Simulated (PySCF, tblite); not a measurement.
# C₃H₁₀NSi₂ radical: geometry, infrared bands and EPR parameters

Wanted: the infrared bands and EPR parameters of C₃H₁₀NSi₂ radical (`N[Si@H]1CCC[SiH]1`), by calculation.

Computed with tblite 0.8.0 and PySCF 2.14.0, with density-fitted response routines of our own, on a single molecule in the gas phase. Atoms are numbered from 0 throughout.

**1. The molecule as given**

16 atoms, charge 0, multiplicity 2; geometry from: force field or distance geometry start.

Bonds of the start (Å): N0–Si1 1.72, Si1–C2 1.88, C2–C3 1.54, C3–C4 1.54, C4–Si5 1.91, Si5–Si1 2.36, N0–H6 1.01, N0–H7 1.02, Si1–H8 1.47, C2–H9 1.09, C2–H10 1.10, C3–H11 1.11, C3–H12 1.09, C4–H13 1.08, C4–H14 1.11, Si5–H15 1.48.

**2. Optimising the geometry with GFN2-xTB**

The job: settings as JSON, then the geometry in Å.

```
{"job": {"kind": "relax", "xc": "GFN2-xTB", "basis": "xTB"}, "charge": 0, "multiplicity": 2}
N      2.214300    -0.782100     0.979200
Si     1.314000     0.214200    -0.088800
C     -0.054000    -0.752600    -0.948200
C     -1.358800    -0.699800    -0.125200
C     -1.708700     0.740000     0.283100
Si    -0.200600     1.622100     1.058400
H      2.682400    -1.508100     0.451800
H      2.953100    -0.236700     1.430100
H      2.258400     0.884100    -1.001600
H      0.236400    -1.787200    -1.124100
H     -0.248900    -0.290300    -1.931300
H     -1.241000    -1.321300     0.790300
H     -2.188900    -1.145400    -0.678000
H     -2.540400     0.752400     0.978700
H     -2.013600     1.314300    -0.612200
H     -0.111200     3.005300     0.526300
```

Command:

```sh
$ OMP_NUM_THREADS=1 python probes_run.py task.json out
```

The driver reads the jobs from task.json and runs them one after another.

The program printed:

```text
step      E/eV     max force
  0    -485.28985    1.612
  1    -485.36378    0.823
  2    -485.40322    0.413
  3    -485.41751    0.433
  4    -485.43564    0.516
  5    -485.45318    0.429
  6    -485.47217    0.421
  7    -485.48921    0.338
  8    -485.49973    0.219
  9    -485.50518    0.167
 10    -485.50897    0.170
 11    -485.51226    0.146
 12    -485.51612    0.157
 13    -485.52115    0.195
 14    -485.52664    0.200
 15    -485.53110    0.140
 16    -485.53405    0.132
 17    -485.53653    0.127
 18    -485.53931    0.158
 19    -485.54235    0.147
 20    -485.54540    0.143
 21    -485.54824    0.132
 22    -485.55078    0.116
 23    -485.55278    0.092
 24    -485.55415    0.092
 25    -485.55507    0.085
 26    -485.55574    0.058
 27    -485.55625    0.064
 28    -485.55668    0.057
 29    -485.55704    0.039
 30    -485.55734    0.037
 31    -485.55755    0.036
 32    -485.55772    0.039
 33    -485.55787    0.033
 34    -485.55800    0.025
 35    -485.55811    0.020
 36    -485.55818    0.019
 37    -485.55826    0.023
 38    -485.55833    0.022
 39    -485.55839    0.015
 40    -485.55843    0.013
 41    -485.55846    0.014
 42    -485.55849    0.014
 43    -485.55853    0.014
 44    -485.55856    0.011
 45    -485.55858    0.010
```

Wall time 0.31 s (1 thread of Arm Neoverse V1, shared host).

Relaxation path: (not every step is listed)

| step | energy from step 0 (eV) | largest force (eV/Å) |
| --- | --- | --- |
| 0 | 0.0000 | 1.6120 |
| 1 | -0.0739 | 0.8226 |
| 2 | -0.1134 | 0.4131 |
| 3 | -0.1277 | 0.4330 |
| 4 | -0.1458 | 0.5162 |
| 5 | -0.1633 | 0.4295 |
| 6 | -0.1823 | 0.4213 |
| 7 | -0.1994 | 0.3380 |
| 8 | -0.2099 | 0.2187 |
| 11 | -0.2224 | 0.1456 |
| 14 | -0.2368 | 0.2004 |
| 17 | -0.2467 | 0.1275 |
| 20 | -0.2555 | 0.1429 |
| 23 | -0.2629 | 0.0917 |
| 26 | -0.2659 | 0.0577 |
| 29 | -0.2672 | 0.0394 |
| 32 | -0.2679 | 0.0386 |
| 35 | -0.2683 | 0.0202 |
| 38 | -0.2685 | 0.0220 |
| 40 | -0.2686 | 0.0125 |
| 41 | -0.2686 | 0.0140 |
| 42 | -0.2686 | 0.0145 |
| 43 | -0.2687 | 0.0142 |
| 44 | -0.2687 | 0.0112 |
| 45 | -0.2687 | 0.0097 |

Close pairs (by a distance rule), those that changed most:

| bond | before (Å) | after (Å) | change (Å) |
| --- | --- | --- | --- |
| Si1–Si5 | 2.365 | 2.288 | -0.077 |
| Si1–C2 | 1.883 | 1.912 | +0.029 |
| C3–H11 | 1.113 | 1.094 | -0.019 |
| N0–Si1 | 1.716 | 1.732 | +0.017 |
| N0–H7 | 1.023 | 1.007 | -0.016 |
| C2–C3 | 1.544 | 1.527 | -0.016 |
| C4–H14 | 1.107 | 1.094 | -0.013 |
| C2–H10 | 1.104 | 1.092 | -0.012 |

The end geometry stands in the next job.

**3. Infrared spectrum with GFN2-xTB**

The job: settings as JSON, then the geometry in Å.

```
{"job": {"kind": "ir", "xc": "GFN2-xTB", "basis": "xTB"}, "charge": 0, "multiplicity": 2}
N      2.181946    -0.697795     0.934524
Si     1.356639     0.312395    -0.205308
C     -0.043294    -0.731514    -0.983946
C     -1.291316    -0.681449    -0.104746
C     -1.673941     0.755422     0.250982
Si    -0.113757     1.583706     1.001721
H      2.523172    -1.592239     0.619044
H      2.869378    -0.274993     1.536356
H      2.235751     0.761325    -1.312147
H      0.251281    -1.770260    -1.134873
H     -0.287521    -0.327928    -1.968818
H     -1.097172    -1.235588     0.817838
H     -2.125591    -1.178584    -0.612455
H     -2.538464     0.754252     0.915647
H     -1.978658     1.284960    -0.656260
H     -0.276049     3.047234     0.891032
```

The program printed:

```text
mode    cm-1     km/mol
  1      82.0      0.42
  2     150.9      1.66
  3     189.4      1.89
  4     206.2     12.34
  5     260.8      1.37
  6     293.8      2.95
  7     381.4     15.42
  8     429.6     17.92
  9     472.4     13.12
 10     539.1    205.67
 11     566.2    232.53
 12     605.2     64.37
 13     647.7      9.09
 14     684.9     76.16
 15     703.6     96.61
 16     745.0     25.56
 17     775.4      7.36
 18     829.0    124.90
 19     874.8    130.96
 20     951.4     27.02
 21     956.1     11.13
 22    1048.3     10.69
 23    1110.0      0.34
 24    1134.7     28.32
 25    1219.3      6.00
 26    1268.5      1.67
 27    1302.6      1.81
 28    1345.3      3.78
 29    1483.7      0.13
 30    1495.5      0.79
 31    1511.2      0.20
 32    1536.2     39.62
 33    2041.7    418.61
 34    2116.9    483.71
 35    2917.5     73.33
 36    2935.0     32.44
 37    2956.4      5.35
 38    2965.6    122.66
 39    2981.8     50.64
 40    2984.9     34.48
 41    3465.8      0.84
 42    3503.9      3.26
```

It took 0.55 s on 1 thread of Arm Neoverse V1, shared host.

The strongest bands and the atoms that carry them (share of the mass-weighted mode):

| cm⁻¹ | km/mol | atoms |
| --- | --- | --- |
| 539 | 205.7 | H8 40 %, H6 22 %, H7 15 %, H15 11 % |
| 566 | 232.5 | H15 30 %, H7 20 %, H6 18 %, H8 13 % |
| 704 | 96.6 | H8 51 %, Si1 12 %, C2 11 % |
| 829 | 124.9 | H7 31 %, H6 30 % |
| 875 | 131.0 | N0 44 %, Si1 38 % |
| 2042 | 418.6 | H8 97 % |
| 2117 | 483.7 | H15 97 % |
| 2966 | 122.7 | H10 47 %, H11 36 % |

**4. EPR parameters: B3LYP/pcH-1**

The job, as its differences from that of step 3:

```diff
@@ -1,2 +1,2 @@
-{"job": {"kind": "ir", "xc": "GFN2-xTB", "basis": "xTB"}, "charge": 0, "multiplicity": 2}
+{"job": {"kind": "epr", "basis": "pcH-1"}, "charge": 0, "multiplicity": 2}
 N      2.181946    -0.697795     0.934524
```

Method: UKS B3LYP, pcH-1 on C H N Si, non-relativistic, mean-field spin-orbit, GIAO.

The program printed:

```text
UKS, coarse grid
  cycle   1  E = -753.99951302  |g| = 4.73e-01
  cycle   2  E = -753.87211417  |g| = 6.88e-01
  cycle   3  E = -754.10109713  |g| = 4.94e-02
  cycle   4  E = -754.10212027  |g| = 2.23e-02
  cycle   5  E = -754.10232301  |g| = 8.72e-03
  cycle   6  E = -754.10236125  |g| = 1.53e-03
  cycle   7  E = -754.10236323  |g| = 7.66e-04
UKS, final grid
  cycle   1  E = -754.10241824  |g| = 9.21e-04
  cycle   2  E = -754.10241798  |g| = 1.21e-03
  cycle   3  E = -754.10241869  |g| = 1.00e-04
  cycle   4  E = -754.10241869  |g| = 2.73e-05
E = -754.10241869 Eh   <S^2> = 0.7522 (exact 0.7500)
g shifts (ppm)      1          2          3
  rmc          -128       -128       -128
  gc              5         43         48
  oz_so         289       2188       3076
  total         166       2103       2996
hyperfine (MHz)  atom isotope    a_iso     a_fc   dipolar eigenvalues
    0   14N       4.11       4.11     -0.33     -0.21      0.54
    1  29Si     -23.97     -24.06    -15.10      7.08      8.02
    2   13C       5.22       5.22     -1.29     -0.94      2.23
    3   13C      -1.11      -1.11     -0.65     -0.13      0.78
    4   13C       8.12       8.08     -3.34     -2.40      5.74
    5  29Si    -423.02    -423.88   -166.98     82.37     84.61
    6    1H      -2.05      -2.05     -1.29     -0.85      2.15
    7    1H       0.59       0.60     -1.74     -1.42      3.15
    8    1H      19.86      19.86     -2.33     -0.65      2.99
    9    1H       8.85       8.84     -1.26     -0.72      1.97
   10    1H      -1.00      -1.00     -1.49     -1.09      2.58
   11    1H      -0.71      -0.72     -2.37     -1.92      4.29
   12    1H      -2.09      -2.10     -1.17     -0.95      2.12
   13    1H      16.06      16.06     -3.65     -2.65      6.30
   14    1H      50.67      50.67     -3.54      0.06      3.48
   15    1H      36.31      36.28     -9.38      1.77      7.61
```

Run time: 77 s. Hardware: 1 thread of Arm Neoverse V1, shared host; peak memory 0.97 GiB.

Principal g values 2.00249, 2.00442, 2.00532; g(iso) = 2.00407, against 2.00232 for a free electron.

Mean a(iso) over the nuclei that a row names, and the largest dipolar term of the row (other rows stand at the frozen geometry):

| nuclei | isotope | a(iso) (MHz) | a(iso) (G, at g = 2.0023) | largest dipolar term (MHz) |
| --- | --- | --- | --- | --- |
| Si5 | 29Si | -423.0 | -150.9 | -167.0 |
| H14 | 1H | 50.7 | 18.1 | -3.5 |
| H15 | 1H | 36.3 | 13.0 | -9.4 |
| Si1 | 29Si | -24.0 | -8.6 | -15.1 |
| H8 | 1H | 19.9 | 7.1 | 3.0 |
| H13 | 1H | 16.1 | 5.7 | 6.3 |
| H9 | 1H | 8.8 | 3.2 | 2.0 |
| C4 | 13C | 8.1 | 2.9 | 5.7 |
| C2 | 13C | 5.2 | 1.9 | 2.2 |
| N0 | 14N | 4.1 | 1.5 | 0.5 |
| H12 | 1H | -2.1 | -0.7 | 2.1 |
| C3 | 13C | -1.1 | -0.4 | 0.8 |
| H10 | 1H | -1.0 | -0.4 | 2.6 |
| H6, H7 | 1H | -0.7 | -0.3 | 3.2 |

Mulliken spin populations:

N0 0.00; Si1 0.03; C2 0.01; C3 0.00; C4 -0.01; Si5 0.94; H6 0.00; H7 0.00; H8 0.01; H9 0.00; H10 0.00; H11 0.00; H12 0.00; H13 0.00; H14 0.02; H15 0.00

In first order the couplings over 0.8 MHz of 1H, 14N give 362 distinct lines over 51.1 G, if the averaged nuclei exchange fast.

Orbitals, density, ELF and potential are computed afterwards from the orbital file.

ELF in a plane through or near 5 of the atoms.

Values, 10 rows by 14 columns:
```
0.00 0.00 0.00 0.00 0.00 0.00 0.00 0.00 0.00 0.00 0.00 0.00 0.00 0.00
0.00 0.00 0.00 0.00 0.00 0.00 0.01 0.22 0.70 0.25 0.00 0.00 0.00 0.00
0.00 0.00 0.00 0.00 0.00 0.02 0.11 0.92 1.00 0.98 0.16 0.00 0.00 0.00
0.00 0.00 0.00 0.01 0.08 0.46 0.73 0.37 0.68 0.12 0.01 0.00 0.00 0.00
0.00 0.00 0.02 0.16 0.32 0.20 0.51 0.69 0.53 0.83 0.90 0.15 0.00 0.00
0.00 0.00 0.03 0.19 0.28 0.20 0.94 0.61 0.21 0.35 0.54 0.07 0.00 0.00
0.00 0.00 0.00 0.01 0.01 0.37 0.90 0.42 0.28 0.60 0.20 0.00 0.00 0.00
0.00 0.00 0.00 0.00 0.02 0.84 0.98 0.51 0.02 0.24 0.15 0.00 0.00 0.00
0.00 0.00 0.00 0.00 0.00 0.00 0.01 0.00 0.00 0.00 0.00 0.00 0.00 0.00
0.00 0.00 0.00 0.00 0.00 0.00 0.00 0.00 0.00 0.00 0.00 0.00 0.00 0.00
```
The map spans 11.1 Å across and 11.2 Å up, centred on the molecule. Atoms in the plane (x, y in Å): Si1 (-1.2, 0.4), C2 (-0.1, -1.1), H9 (-0.6, -2.0), H14 (2.3, 0.5), H15 (1.0, 3.0).

On the surface of density 0.002 e/bohr³ the electrostatic potential runs, from the 1st to the 99th percentile, from -1.20 V near N0 to 1.53 V near H7.

The spin density lies nearest to Si5 69 %; H15 10 %; Si1 6 %.

**5. Summary of results**

| quantity | value |
| --- | --- |
| strongest single infrared mode (GFN2-xTB) | 2117 cm⁻¹, 484 km/mol |
| zero-point energy (GFN2-xTB) | 78.2 kcal/mol |
| g(iso) (B3LYP) | 2.00407 |
| ⟨S²⟩ | 0.752 (exact 0.75) |
| largest a(iso) (averaged by class) | 29Si on Si5, -423.0 MHz |
| surface potential, 1st and 99th percentile | -1.20 V and 1.53 V |

**Reading.** The optimisation took 45 steps and gained 0.269 eV; among the close pairs (by a distance rule), Si1–Si5 changed most, from 2.365 to 2.288 Å. No mode is imaginary among the 42: a minimum at this level. The strongest single mode, at 2117 cm⁻¹, moves mainly H15. GFN2-xTB is a fitted tight-binding method: band positions and strengths are rough. Its intensities can rank the bands wrongly. Most of the unpaired spin sits on Si5 (0.94 e). The isotropic g lies 1.8 ppt above the free-electron value.
